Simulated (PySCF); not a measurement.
# C5H8N2O2: magnetic properties

What do calculations give for the magnetic properties of C5H8N2O2 (`C=C(CC(N)=O)NC=O`)?

Programs: PySCF 2.14.0, with routines of our own; each step states its level. All values are computed. Atoms count from 0.

### 1 The system as given

17 atoms, charge 0, multiplicity 1; geometry from: GFN2-xTB.

### 2 Magnetic properties: GIAO BHandHLYP/pcSseg-1

Job settings and geometry (Å):

```
{"job": {"kind": "mag", "xc": "BHandHLYP", "basis": "pcSseg-1", "isotopologues": 0}, "charge": 0, "multiplicity": 1}
C      0.509057    -1.999533     1.052029
C      0.433239    -0.908786     0.295416
C     -0.811146    -0.539387    -0.452122
C     -1.710465     0.313862     0.457008
N     -1.548649     1.635842     0.285251
O     -2.482259    -0.176144     1.249018
N      1.561659    -0.070011     0.203830
C      1.743685     1.098482    -0.442631
O      0.928622     1.740406    -1.065254
H     -0.330677    -2.660416     1.147282
H      1.395057    -2.254596     1.608588
H     -1.360564    -1.449831    -0.689146
H     -0.576075     0.003659    -1.363906
H     -0.833240     1.991745    -0.334127
H     -2.072683     2.272930     0.861804
H      2.359518    -0.433149     0.708352
H      2.787924     1.446959    -0.338021
```

Level: GIAO BHandHLYP/pcSseg-1 magnetisability, rotational g tensor and spin-rotation constants, non-relativistic, gas phase.

The run is started by

```console
OMP_NUM_THREADS=1 python excited_run.py task.json out
```

The driver reads the jobs from task.json and runs them one after another.

Log:

```text
coarse grid: 14688 points
cycle   1  E = -454.6820709386  dE =  1.980e+00  |g| = 1.125e+00  |ddm| = 3.702e+00
cycle   2  E = -454.3612427650  dE =  3.208e-01  |g| = 1.763e+00  |ddm| = 2.211e+00
cycle   3  E = -454.9376088885  dE = -5.764e-01  |g| = 1.203e-01  |ddm| = 1.448e+00
cycle   4  E = -454.9401279057  dE = -2.519e-03  |g| = 6.731e-02  |ddm| = 1.189e-01
cycle   5  E = -454.9410407079  dE = -9.128e-04  |g| = 9.803e-03  |ddm| = 4.663e-02
cycle   6  E = -454.9410669500  dE = -2.624e-05  |g| = 4.211e-03  |ddm| = 1.191e-02
cycle   7  E = -454.9410720663  dE = -5.116e-06  |g| = 1.109e-03  |ddm| = 5.608e-03
final grid: 143416 points
cycle   8  E = -454.9993087193  dE = -2.172e-05  |g| = 4.197e-03  |ddm| = 1.795e-02
cycle   9  E = -454.9993076528  dE =  1.066e-06  |g| = 5.105e-03  |ddm| = 6.325e-03
cycle  10  E = -454.9993126669  dE = -5.014e-06  |g| = 7.671e-04  |ddm| = 3.596e-03
cycle  11  E = -454.9993127791  dE = -1.122e-07  |g| = 1.786e-04  |ddm| = 6.213e-04
cycle  12  E = -454.9993127877  dE = -8.564e-09  |g| = 6.504e-05  |ddm| = 2.356e-04
cycle  13  E = -454.9993127887  dE = -1.011e-09  |g| = 1.811e-05  |ddm| = 6.468e-05
cycle  14  E = -454.9993127888  dE = -1.212e-10  |g| = 7.797e-06  |ddm| = 3.141e-05
converged SCF energy = -454.9993127888

Magnetisability tensor (1e-30 J/T^2)
    -1052.96       10.74       -8.56
       10.74    -1115.23      -87.29
       -8.56      -87.29    -1187.48
isotropic -1118.56   principal values   -1245.83  -1068.75  -1041.09
isotropic susceptibility -67.361 1e-6 cm^3/mol

Inertial axes            a          b          c
rot. const./GHz      2.1627     1.5182     0.9832
chi total           -63.233    -64.776    -74.074
chi diamagnetic    -664.736   -860.754  -1289.498
chi paramagnetic    601.503    795.979   1215.424
quadrupole/D A       -7.151      4.778      2.373
g nuclear            0.5838     0.5446     0.5514
g electronic        -0.6111    -0.5677    -0.5614
g total             -0.0273    -0.0231    -0.0100

Spin-rotation constants (kHz, H = +C I.J)
atom  isotope        aa         bb         cc
  4    14N        0.237      0.078      0.072
  6    14N        0.205      0.167      0.091
  9     1H        0.063     -0.118     -0.092
 10     1H       -0.107     -0.056     -0.062
 11     1H       -0.142     -0.100     -0.046
 12     1H       -0.120     -0.077     -0.047
 13     1H        0.080     -0.094     -0.090
 14     1H       -0.122     -0.087     -0.057
 15     1H       -0.126     -0.029     -0.077
 16     1H        0.128     -0.140     -0.059
  0    13C*       0.757      0.376      0.214
  1    13C*       0.983      0.464      0.265
  2    13C*       0.388      0.274      0.169
  3    13C*       0.782      0.683      0.320
  5    17O*      -1.027     -0.707     -0.210
  7    13C*       0.985      0.559      0.261
  8    17O*      -0.876     -0.913     -0.147
* in the singly substituted isotopologue
```

It took 38 s on 1 thread of Arm Neoverse V1, shared host; peak memory 0.85 GiB.

Key values:

```tsv
quantity	value
magnetisability	-1119·10⁻³⁰ J/T²
molar susceptibility	-67.4·10⁻⁶ cm³/mol
rotational g (a, b, c)	-0.0273, -0.0231, -0.0100
```

### 3 Magnetic properties: GIAO BHandHLYP/pcseg-1

Settings changed since step 2:

```diff
@@ -1,2 +1,2 @@
-{"job": {"kind": "mag", "xc": "BHandHLYP", "basis": "pcSseg-1", "isotopologues": 0}, "charge": 0, "multiplicity": 1}
+{"job": {"kind": "mag", "xc": "BHandHLYP", "basis": "pcseg-1"}, "charge": 0, "multiplicity": 1}
 C      0.509057    -1.999533     1.052029
```

Level: GIAO BHandHLYP/pcseg-1 magnetisability, rotational g tensor and spin-rotation constants, non-relativistic, gas phase.

Log:

```text
coarse grid: 14688 points
cycle   1  E = -454.6563555083  dE =  1.972e+00  |g| = 1.064e+00  |ddm| = 4.181e+00
cycle   2  E = -454.3593063360  dE =  2.970e-01  |g| = 1.678e+00  |ddm| = 2.372e+00
cycle   3  E = -454.8962872086  dE = -5.370e-01  |g| = 1.038e-01  |ddm| = 1.501e+00
cycle   4  E = -454.8981793894  dE = -1.892e-03  |g| = 6.302e-02  |ddm| = 1.284e-01
cycle   5  E = -454.8990172609  dE = -8.379e-04  |g| = 8.525e-03  |ddm| = 5.111e-02
cycle   6  E = -454.8990387978  dE = -2.154e-05  |g| = 3.994e-03  |ddm| = 1.297e-02
cycle   7  E = -454.8990434190  dE = -4.621e-06  |g| = 1.187e-03  |ddm| = 5.981e-03
final grid: 143416 points
cycle   8  E = -454.9572940421  dE = -1.852e-05  |g| = 4.048e-03  |ddm| = 1.895e-02
cycle   9  E = -454.9572928920  dE =  1.150e-06  |g| = 5.019e-03  |ddm| = 7.429e-03
cycle  10  E = -454.9572979814  dE = -5.089e-06  |g| = 7.142e-04  |ddm| = 4.079e-03
cycle  11  E = -454.9572980869  dE = -1.054e-07  |g| = 1.699e-04  |ddm| = 6.808e-04
cycle  12  E = -454.9572980950  dE = -8.084e-09  |g| = 6.097e-05  |ddm| = 2.590e-04
cycle  13  E = -454.9572980959  dE = -9.181e-10  |g| = 1.462e-05  |ddm| = 6.765e-05
converged SCF energy = -454.9572980959

Magnetisability tensor (1e-30 J/T^2)
    -1058.55        9.86       -8.25
        9.86    -1120.99      -86.08
       -8.25      -86.08    -1191.04
isotropic -1123.53   principal values   -1248.95  -1073.80  -1047.83
isotropic susceptibility -67.660 1e-6 cm^3/mol

Inertial axes            a          b          c
rot. const./GHz      2.1627     1.5182     0.9832
chi total           -63.595    -65.121    -74.266
chi diamagnetic    -665.043   -861.134  -1289.808
chi paramagnetic    601.448    796.013   1215.542
quadrupole/D A       -7.194      4.859      2.335
g nuclear            0.5838     0.5446     0.5514
g electronic        -0.6111    -0.5677    -0.5615
g total             -0.0273    -0.0231    -0.0101

Spin-rotation constants (kHz, H = +C I.J)
atom  isotope        aa         bb         cc
  4    14N        0.222      0.074      0.066
  6    14N        0.194      0.157      0.085
  9     1H        0.062     -0.119     -0.093
 10     1H       -0.109     -0.057     -0.062
 11     1H       -0.144     -0.101     -0.047
 12     1H       -0.123     -0.079     -0.048
 13     1H        0.078     -0.098     -0.092
 14     1H       -0.126     -0.090     -0.059
 15     1H       -0.131     -0.032     -0.079
 16     1H        0.127     -0.142     -0.060
  0    13C*       0.703      0.359      0.197
  1    13C*       0.941      0.442      0.249
  2    13C*       0.360      0.255      0.156
  3    13C*       0.752      0.653      0.300
  5    17O*      -0.972     -0.658     -0.194
  7    13C*       0.921      0.535      0.241
  8    17O*      -0.824     -0.866     -0.137
* in the singly substituted isotopologue
```

Run time: 31 s. Hardware: 1 thread of Arm Neoverse V1, shared host; peak memory 0.76 GiB.

From this job:

```tsv
quantity	value
magnetisability	-1124·10⁻³⁰ J/T²
molar susceptibility	-67.7·10⁻⁶ cm³/mol
rotational g (a, b, c)	-0.0273, -0.0231, -0.0101
```

### 4 The levels compared

```tsv
level	ξ (10⁻³⁰ J/T²)	g(a)	g(b)	gap (eV)	functions	time
GIAO BHandHLYP/pcSseg-1	-1119	-0.0273	-0.0231	8.27	193	38 s
GIAO BHandHLYP/pcseg-1	-1124	-0.0273	-0.0231	8.27	166	31 s
```

### 5 Outcome

| quantity | value |
| --- | --- |
| magnetisability (step 2, GIAO BHandHLYP/pcSseg-1) | -1119·10⁻³⁰ J/T² |
| molar susceptibility (step 2, GIAO BHandHLYP/pcSseg-1) | -67.4·10⁻⁶ cm³/mol |
| rotational g (a, b, c) (step 2, GIAO BHandHLYP/pcSseg-1) | -0.0273, -0.0231, -0.0100 |
| magnetisability over the levels | -1124 to -1119·10⁻³⁰ J/T² |

In words: The magnetisability spreads by 0.4 % over 2 levels of like cost. Two levels can agree by chance, so this spread shows no convergence. Vibrational averaging and real surroundings are missing from these values.
